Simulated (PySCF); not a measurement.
OScCl2H, in a box:

```
O Sc Cl H
1.0
    12.00000    0.00000    0.00000
     0.00000   14.00000    0.00000
     0.00000    0.00000   12.00000
O Sc Cl H
1 1 2 1
Direct
  0.59321 0.59769 0.56527
  0.53518 0.48181 0.52658
  0.62035 0.34491 0.58852
  0.37841 0.47597 0.41714
  0.62375 0.65809 0.58573
```

Program: PySCF 2.14.0. Alike in all runs: task atomic charges; potentials or basis def2-svp (all-electron); no spin polarisation; cell as given; k mesh 1 × 1 × 1; smearing fixed.

Q: Order these runs on this cell by their band gap on the k mesh, lowest first.
A. level N12
B. level TM
C. level OLYP+D3(BJ); three-body dispersion term no
D. level B3LYP+D3(OP); three-body dispersion term no; exxdiv ewald

A: A (3.55 eV), C (3.71 eV), B (3.96 eV), D (5.42 eV).

Caveats: this is a molecule in a periodic box at the Γ point, so its band gap is the HOMO-LUMO gap; the basis of atomic orbitals isn't converged, which shifts pressures, moduli and gaps.

Runs at the PBE level aren't shown here.
